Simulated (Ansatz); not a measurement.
# LiCd3: the cost of one run

Program: Ansatz 0.2.0. Level of theory: DFT r2SCAN, scalar-relativistic, plane waves, PAW. These are calculated values, not measurements.

### Step 1. Starting point

Symmetry: P-6m2, No. 187, hexagonal system. Conventional cell: a = 3.096 Å, b = 3.096 Å, c = 9.707 Å, α = 90.00°, β = 90.00°, γ = 120.00°. Around Li (site symmetry -6m2) lie 6 Cd at 2.89 Å and 6 Li at 3.10 Å. Cd (site symmetry -6m2) has 12 Cd at 3.10 to 3.14 Å as nearest neighbours. Cd (site symmetry 3m) has 3 Li at 2.89 Å and 9 Cd at 3.10 to 3.14 Å as nearest neighbours.

Coordinates:

```cif
data_structure
_symmetry_space_group_name_H-M 'P-6m2'
_symmetry_Int_Tables_number 187
_cell_length_a 3.0955
_cell_length_b 3.0955
_cell_length_c 9.7066
_cell_angle_alpha 90.000
_cell_angle_beta 90.000
_cell_angle_gamma 120.000
_cell_volume 80.55
loop_
_atom_site_label
_atom_site_type_symbol
_atom_site_symmetry_multiplicity
_atom_site_Wyckoff_symbol
_atom_site_fract_x
_atom_site_fract_y
_atom_site_fract_z
_atom_site_occupancy
Li1 Li 1 a 0.00000 0.00000 0.00000 1
Cd1 Cd 1 b 0.00000 0.00000 0.50000 1
Cd2 Cd 2 i 0.66667 0.33333 0.23452 1
```

The structure comes from the Materials Project (structure only).

### Step 2. Functional and cell changed: r2SCAN

The change: strain xx, yy, zz, yz, xz, xy = +3.8, +3.8, +3.8, +0.0, +0.0, +0.0 %.

Input file input.yaml:

```yaml
crystal:
  lattice:
    - [3.212576141, 0.0, 0.0]
    - [-1.6062880705, 2.7821725497, 0.0]
    - [0.0, 0.0, 10.0736417589]
  atoms:
    - { symbol: Li, position: [0.0, 0.0, 0.0] }
    - { symbol: Cd, position: [0.0, 0.0, 0.5] }
    - { symbol: Cd, position: [0.66666667, 0.33333333, 0.23451793] }
    - { symbol: Cd, position: [0.66666667, 0.33333333, 0.76548207] }
basis:
  ecutwfc: 500
kpoints:
  mp_grid: { grid: [15, 15, 6] }
hamiltonian:
  xc: r2scan
scf:
  occupations: { method: gaussian, width: 0.1 }
output:
  forces: true
  stress: true
  eigenvalues: true
  populations: true
```

Run with:

```
ansatz run input.yaml --threads 1 --pin off --max-ram 1331MiB --backend cpu --events-out ev --progress --plain --runs-dir out
```

What time and memory should one allow on 1 thread of an x86-64 CPU, shared host?

About 2.4 min, with a peak of 0.69 GiB.
